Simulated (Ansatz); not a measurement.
# FH6NSi2Sn: the cost of one run

Program: Ansatz 0.2.0. Level of theory: RKS PBE-D4/def2-SVP. These are calculated values, not measurements.

## (1) The system as given

Bond lengths: N1–Si2 1.743 Å, Si2–Sn3 2.499 Å, Si2–Si4 2.237 Å, Sn3–Si4 2.474 Å, Si4–F5 1.662 Å, N1–H6 1.029 Å, N1–H7 1.058 Å, Si2–H8 1.426 Å, Sn3–H9 1.770 Å, Sn3–H10 1.775 Å, Si4–H11 1.497 Å. Angles (14 of 21 angles, heavy atoms first): N1–Si2–Sn3 110.6°, N1–Si2–Si4 111.5°, Sn3–Si2–Si4 62.7°, Si2–Sn3–Si4 53.5°, Si2–Si4–Sn3 63.8°, Si2–Si4–F5 113.2°, Sn3–Si4–F5 116.2°, N1–Si2–H8 119.8°, Sn3–Si2–H8 118.1°, Si4–Si2–H8 120.9°, Si2–N1–H6 112.5°, Si2–N1–H7 109.3°, Si2–Sn3–H9 114.8°, Si2–Sn3–H10 114.4°.

Coordinates:

```xyz
11

N    -1.1118    1.7226    0.1245
Si   -1.0214   -0.0115    0.2735
Sn    1.3061   -0.7270    0.8333
Si    0.1984   -0.9130   -1.3710
F     0.6643    0.1925   -2.5216
H    -0.2424    2.1317   -0.2445
H    -1.2432    2.1493    1.0833
H    -2.1035   -0.7299    0.8615
H     1.4172   -2.2025    1.8038
H     2.4729    0.6056    0.9564
H    -0.2713   -2.2748   -1.7788
```

## (2) Relaxing end A

Input file input.yaml:

```yaml
crystal:
  periodic: [false, false, false]
  atoms:
    - { symbol: "N", position_ang: [-1.1118, 1.7226, 0.1245] }
    - { symbol: Si, position_ang: [-1.0214, -0.0115, 0.2735] }
    - { symbol: Sn, position_ang: [1.3061, -0.727, 0.8333] }
    - { symbol: Si, position_ang: [0.1984, -0.913, -1.371] }
    - { symbol: F, position_ang: [0.6643, 0.1925, -2.5216] }
    - { symbol: H, position_ang: [-0.2424, 2.1317, -0.2445] }
    - { symbol: H, position_ang: [-1.2432, 2.1493, 1.0833] }
    - { symbol: H, position_ang: [-2.1035, -0.7299, 0.8615] }
    - { symbol: H, position_ang: [1.4172, -2.2025, 1.8038] }
    - { symbol: H, position_ang: [2.4729, 0.6056, 0.9564] }
    - { symbol: H, position_ang: [-0.2713, -2.2748, -1.7788] }
basis:
  gaussian: { orbitals: def2-SVP }
hamiltonian:
  xc: pbe
  dispersion: d4
relax:
  f_tol: 0.015
  max_steps: 40
output:
  orbitals: {}
```

Run with:

```
ansatz run input.yaml --threads 2 --pin off --max-ram 3072MiB --backend cpu --events-out ev --progress --plain --runs-dir out
```

What time and memory should one allow on 2 threads of Intel Xeon 6975P-C (Granite Rapids), shared host?

About 38 s, with a peak of 0.2 GiB.
